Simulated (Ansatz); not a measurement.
# CH4AsBS: the cost of one run

Method: the settings change from run to run; program: Ansatz 0.2.0, Gaussian basis.

### Step 1. The geometry

The geometry comes from an earlier relaxation with PBE0-D4 in a triple-zeta def2 set; it is a stationary point, not always the lowest conformer.

SMILES `B1SC[AsH]1`, 8 atoms, charge 0, spin multiplicity 1.

Atoms are counted from 1 here; the program's logs count them from 0.

Bond lengths: B1–S2 1.769 Å, B1–As4 2.038 Å, B1–H5 1.189 Å, S2–C3 1.817 Å, C3–As4 2.008 Å, C3–H6 1.088 Å, C3–H7 1.089 Å, As4–H8 1.524 Å. Angles: S2–B1–As4 97.1°, S2–B1–H5 126.7°, As4–B1–H5 136.1°, B1–S2–C3 88.7°, S2–C3–As4 96.6°, S2–C3–H6 110.9°, S2–C3–H7 112.1°, As4–C3–H6 113.2°, As4–C3–H7 113.7°, H6–C3–H7 109.9°, B1–As4–C3 76.6°, B1–As4–H8 96.3°, C3–As4–H8 97.4°.

### Step 2. B97M-V/ANO-RCC-VTZP

This run has the search for lower states set to full.

The input, in.yaml:

```yaml
crystal:
  periodic: [false, false, false]
  atoms:
    - {symbol: B, position_ang: [-1.235020, 0.276415, -0.686153]}
    - {symbol: S, position_ang: [-0.252551, 1.528732, 0.086798]}
    - {symbol: C, position_ang: [1.030311, 0.278036, 0.389403]}
    - {symbol: As, position_ang: [0.183098, -1.187036, -0.690596]}
    - {symbol: H, position_ang: [-2.345093, 0.395222, -1.094865]}
    - {symbol: H, position_ang: [1.100275, 0.042665, 1.449673]}
    - {symbol: H, position_ang: [2.004114, 0.590811, 0.014479]}
    - {symbol: H, position_ang: [-0.393034, -1.981945, 0.475462]}
basis:
  gaussian: {orbitals: ANO-RCC-VTZP}
hamiltonian: {xc: {name: B97M-V}}
scf: {lower_state_search: full}
output: {forces: true}
```

Command:

```bash
ansatz run in.yaml --threads 2 --pin off --events-out ev --progress --plain --max-ram 4352MiB
```

What time and memory should one allow on 2 threads of Arm Neoverse V1, shared host?

About 31 s, with a peak of 0.43 GiB.
